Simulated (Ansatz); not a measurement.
Working through an SCF with some post-processing of GaSn3, space group Fm-3m

With the Ansatz DFT code, driven from Python.

The script reads `gasn3.vasp`:
```text
GaSn3
1.0
   0.00000000    3.70595700    3.70595700
   3.70595700    0.00000000    3.70595700
   3.70595700    3.70595700    0.00000000
Ga Sn
1 3
Direct
   0.00000000    0.00000000    0.00000000
   0.25000000    0.25000000    0.25000000
   0.75000000    0.75000000    0.75000000
   0.50000000    0.50000000    0.50000000
```

The cells in order, each with its output:

```python
from collections import Counter
from collections import defaultdict
from dataclasses import dataclass
from pathlib import Path

import ansatz as az
from ase.io import read
from ase.io.cube import read_cube_data
from ase.units import Bohr
import numpy as np
from pymatgen.core import Structure
from pymatgen.symmetry.analyzer import SpacegroupAnalyzer
from scipy.ndimage import map_coordinates
```

```python
@dataclass
class Options:
    functional: str = "pbesol"
    occupations: str = "Fermi-Dirac"
    sigma: float = 0.1
```

```python
settings = Options()
```

```python
atoms = read("gasn3.vasp", format="vasp")
cell = az.Crystal.from_ase(atoms)
```

```python
cell.resolved().sites[-1]
```

    Site(symbol='Sn', position=(0.5, 0.5, 0.5), moment=None, axis=None, held=None, saved=None)

```python
setup = (
    cell.calculation()
    .functional(settings.functional)
    .kpoints(6)
    .occupations(settings.occupations, width=settings.sigma)
    .density_of_states(energy_step=0.1, method="smearing", broadening_width=0.2, projected=True)
    .band_table()
    .density()
    .output_files(volumetric_format="cube")
)
session = setup.session()
planned = session.plan(threads=1)
out = planned.execute()
report = out.report
```

    DeckWarning: basis.ecutwfc = 420 eV, auto-derived from the records' recommended cutoffs: set by Ga (normal level)

```python
report["n_iterations"], report["closed_by"]
```

    (8, 'deck_thresholds')

```python
for key in ("converged", "n_iterations", "n_electrons", "n_kpoints", "n_pw", "n_symmetry_ops", "free_energy_ev", "fermi_energy_ev"):
    print(f"{key:18s} {report[key]}")
```

    converged          True
    n_iterations       8
    n_electrons        55.0
    n_kpoints          16
    n_pw               1989
    n_symmetry_ops     48
    free_energy_ev     -21592.216867530246
    fermi_energy_ev    10.215870015452765

```python
dos = out.density_of_states()
energy = np.asarray(dos.energies_ev) - dos.fermi_ev
projected = out.projected_density_of_states()
by_shell = defaultdict(float)
for site in projected.sites:
    for shell in site.shells:
        for part in shell.curves:
            by_shell[f"{site.species} {'spdf'[shell.l]}"] += np.sum(part.g_bin_mean_per_ev, axis=0)
print("E - E_F  " + " ".join(f"{name:>7s}" for name in by_shell))
for e in np.arange(-5, 5 + 0.1, 1.0):
    print(f"{e:7.1f}  " + " ".join(f"{np.interp(e, energy, curve):7.3f}" for curve in by_shell.values()))
```

    E - E_F     Ga s    Ga p    Ga d    Sn s    Sn p    Sn d
       -5.0    0.314   0.032   0.000   0.422   0.100   0.002
       -4.0    0.067   0.149   0.000   0.052   0.583   0.001
       -3.0    0.021   0.130   0.001   0.028   0.585   0.002
       -2.0    0.217   0.431   0.003   0.503   2.124   0.007
       -1.0    0.006   0.064   0.000   0.029   0.271   0.001
        0.0    0.090   0.594   0.002   0.438   1.586   0.006
        1.0    0.005   0.055   0.000   0.007   0.277   0.001
        2.0    0.157   0.490   0.001   0.396   1.449   0.003
        3.0    0.033   0.307   0.001   0.106   1.164   0.002
        4.0    0.055   0.602   0.001   0.113   1.816   0.002
        5.0    0.040   0.337   0.000   0.130   1.003   0.001

```python
table = np.array(report["eigenvalues_ev"]) - report["fermi_energy_ev"]
filling = np.array(report["occupations"])
weights = np.tile(report["kweights"], len(table) // len(report["kweights"]))
print("band   lowest  highest (eV from E_F)  electrons")
for band in range(table.shape[1]):
    if table[:, band].max() > -12:
        print(f"{band + 1:4d} {table[:, band].min():8.3f} {table[:, band].max():8.3f} {weights @ filling[:, band]:18.4f}")
print("electrons counted from the table:", round(float(weights @ filling.sum(axis=1)), 5))
```

    band   lowest  highest (eV from E_F)  electrons
      21  -10.942   -7.968             2.0000
      22   -8.560   -4.785             2.0000
      23   -7.227   -4.198             2.0000
      24   -6.345   -1.562             2.0000
      25   -4.164   -1.253             2.0000
      26   -4.164   -0.505             1.9993
      27   -1.760    2.743             1.5918
      28   -1.662    2.933             1.0817
      29   -0.992    3.179             0.3041
      30   -0.992    3.492             0.0151
      31    0.182    3.794             0.0054
      32    0.182    4.244             0.0013
      33    0.182    5.214             0.0013
      34    3.947    6.335             0.0000
      35    4.294    6.358             0.0000
      36    5.276    8.881             0.0000
      37    5.319    9.944             0.0000
      38    6.622    9.944             0.0000
    electrons counted from the table: 55.0

```python
final = Structure(out.lattice.cell_ang, [s.symbol for s in out.lattice.sites], [s.position_frac for s in out.lattice.sites])
# first shell of each atom, within 15 % of its shortest distance
shortest = {}
for site, neighbours in zip(final, final.get_all_neighbors(5.0)):
    for other in neighbours:
        pair = "-".join(sorted((site.specie.symbol, other.specie.symbol)))
        shortest[pair] = min(shortest.get(pair, 9e9), other.nn_distance)
for pair, distance in sorted(shortest.items(), key=lambda item: item[1]):
    print(f"shortest {pair:6s} {distance:.4f} A")

analyser = SpacegroupAnalyzer(final, symprec=0.01)
standard = analyser.get_conventional_standard_structure()
print(analyser.get_crystal_system(), analyser.get_space_group_symbol(), len(standard), "atoms in the conventional cell")
print("a b c (A):", [round(x, 4) for x in standard.lattice.abc], " angles:", [round(x, 2) for x in standard.lattice.angles])
print(f"mass density {float(final.density):.3f} g/cm^3")

# cube files hold the density in electrons per cubic bohr
folder = Path(out.write_results("cubes"))
print("\n".join((folder / "rho.cube").read_text().splitlines()[: 6 + 4]))
values, cube_atoms = read_cube_data(str(folder / "rho.cube"))
print("electrons from the file:", round(values.mean() * cube_atoms.get_volume() / Bohr ** 3, 3))
```

    shortest Ga-Sn  3.2095 A
    shortest Sn-Sn  3.2095 A
    cubic Fm-3m 16 atoms in the conventional cell
    a b c (A): [7.4119, 7.4119, 7.4119]  angles: [90.0, 90.0, 90.0]
    mass density 6.947 g/cm^3
    ansatz rho
    values in e/bohr^3 (x slowest, z fastest)
        4    0.000000    0.000000    0.000000
       36    0.000000    0.194535    0.194535
       36    0.194535    0.000000    0.194535
       36    0.194535    0.194535    0.000000
       31   31.000000    0.000000    0.000000    0.000000
       50   50.000000    3.501622    3.501622    3.501622
       50   50.000000   10.504866   10.504866   10.504866
       50   50.000000    7.003244    7.003244    7.003244
    electrons from the file: 55.0

```python
# the grid holds the pseudo-density, which differs from the true one inside the cores
rho = out.density()
total = sum(channel.density_e_per_ang3 for channel in rho.channels[:2])
grid_cell = np.asarray(rho.fft_grid_basis) @ out.lattice.cell_ang
partner = min(final.get_neighbors(final[0], 5.0), key=lambda n: n.nn_distance)
line = np.linspace(final[0].coords, partner.coords, 11)
points = (line @ np.linalg.inv(grid_cell)) * rho.dims
values = map_coordinates(total, points.T, order=3, mode="grid-wrap")
print(f"from {final[0].specie} to {partner.specie}, {partner.nn_distance:.3f} A")
for t, value in zip(np.linspace(0, partner.nn_distance, 11), values):
    print(f"{t:7.3f} A  {value:9.4f} e/A^3")
```

    from Ga to Sn, 3.209 A
      0.000 A    52.1646 e/A^3
      0.321 A    16.9895 e/A^3
      0.642 A     1.5126 e/A^3
      0.963 A     0.3682 e/A^3
      1.284 A     0.1740 e/A^3
      1.605 A     0.1464 e/A^3
      1.926 A     0.2205 e/A^3
      2.247 A     0.5920 e/A^3
      2.568 A     2.7196 e/A^3
      2.889 A    10.0895 e/A^3
      3.209 A    16.5316 e/A^3

Reading the output:
- Total energies depend on the potentials; only differences at equal settings carry meaning. A total without «per atom» is that of the cell as typed.
- The mesh is modest for a metal, so energies can be off by several to tens of meV an atom and pressures by half a GPa or more; differences at equal mesh fare better.
- An absolute Fermi energy rests on an arbitrary zero of the periodic potential and has no direct meaning.
- Projections exist only for the shells that the potentials hold, some of them semicore, and samples at single energies can miss narrow peaks.
- Densities and potentials on the grid are those of the valence electrons, and inside the cores they hang on the potentials used.
- This cell is a computed structure, which may not be the phase found in nature.
- Gaps and levels are Kohn-Sham values on a finite set of k-points, without spin-orbit coupling.
- Warnings are shown shortened and without file and line.
- The computed bands are complete only to about 6.6 eV above the Fermi level; beyond that the density of states is undercounted.
- It ran for 5.1 s on 1 thread of Arm Neoverse V2, on a shared host, peak memory 0.48 GiB.

(Lines on the test bed's own set-up are left out of the output.)
